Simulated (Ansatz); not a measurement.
The system is InSb3.

```xyz
4
Lattice="4.8064 0.0000 0.0000 0.0000 4.8064 0.0000 0.0000 0.0000 4.8064" Properties=species:S:1:pos:R:3 pbc="T T T"
Sb    2.4032    2.4032    0.0000
Sb    0.0000    2.4032    2.4032
Sb    2.4032    0.0000    2.4032
In    0.0000    0.0000    0.0000
```

The cell comes from a database or a generator and needn't be the stable form of this composition.

Base run:

* Program: Ansatz 0.2.0
* Functional: r2SCAN
* Potentials or basis: Ansatz PAW
* Cutoff: 500 eV
* Density cutoff: 2000 eV
* k mesh: 6 × 6 × 6
* Occupations: fermi-dirac, width 0.05 eV
* Spin: no spin polarisation

Its results: band gap on the k mesh none (metal or under the smearing width); pressure -0.6 GPa.

**Question.** The run is repeated on the same cell with these changes: functional from r2SCAN to PBE; cutoff from 500 eV to 420 eV; density cutoff from 2000 eV to 1680 eV. What comes out?

**Answer.** Band gap on the k mesh none (metal or under the smearing width); pressure 0.2 GPa.

Caveats: the PAW data sets come from PBE, with cores solved anew for the run's functional, which leaves a small shift of forces and pressure (some runs).

Not every run made on this cell is shown here.
